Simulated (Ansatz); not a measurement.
# SnBr2: small, medium and large basis sets

An exercise on one series of results from a longer session: the logs are not shown, and one member is left open.

Computed with Ansatz 0.2.0, Gaussian basis. Level: one geometry, several basis sets.

The runs, in order: PBE0-D4/def2-SVP; ωB97M-V/def2-SVP; PBE0-D4/def2-QZVPP; ωB97M-V/def2-QZVPP; the functionals' def2-TZVPP values are taken from earlier runs.

## The relaxed structure

The geometry comes from an earlier relaxation with PBE0-D4 in a triple-zeta def2 set; it is a stationary point. Sn takes the def2 core potential; no spin-orbit term is included.

SMILES `[Br][Sn][Br]`, 3 atoms, charge 0, spin multiplicity 1.

Atoms are counted from 1 here; the program's logs count them from 0.

Bond lengths: Br1–Sn2 2.519 Å, Sn2–Br3 2.519 Å. Angles: Br1–Sn2–Br3 99.3°.

The first run:

in.yaml

```yaml
crystal:
  periodic: [false, false, false]
  atoms:
    - {symbol: Br, position_ang: [-1.738357, 0.329756, -0.923845]}
    - {symbol: Sn, position_ang: [0.368620, 0.951207, 0.308165]}
    - {symbol: Br, position_ang: [1.358938, -1.345764, 0.602381]}
basis:
  gaussian: {orbitals: def2-SVP}
hamiltonian: {xc: pbe0, dispersion: d4}
output: {orbitals: {seedname: orbitals}}
```

The run is started by

```bash
$ ansatz run in.yaml --threads 4 --pin off --events-out ev --progress --plain --max-ram 10444MiB
```

Among the steps run: PBE0-D4 in def2-SVP; ωB97M-V in def2-SVP; PBE0-D4 in def2-QZVPP; ωB97M-V in def2-QZVPP.

One table of the session follows, with a row left open; its other results are not shown here.

It belongs to the step «Functionals by basis». 

| functional | basis | HOMO (eV) | LUMO (eV) |
| --- | --- | --- | --- |
| PBE0-D4 | def2-SVP | -7.61 | -3.15 |
| PBE0-D4 | def2-TZVPP | -7.72 | -3.22 |
| PBE0-D4 | def2-QZVPP | ? | ? |
| ωB97M-V | def2-SVP | -9.55 | -1.38 |
| ωB97M-V | def2-TZVPP | -9.70 | -1.49 |
| ωB97M-V | def2-QZVPP | -9.72 | -1.51 |

Estimate the missing values for PBE0-D4, def2-QZVPP.

**Answer.** HOMO (eV): -7.73; LUMO (eV): -3.23. In the column «HOMO (eV)» it lies between ωB97M-V, def2-SVP (-9.55) and PBE0-D4, def2-TZVPP (-7.72).
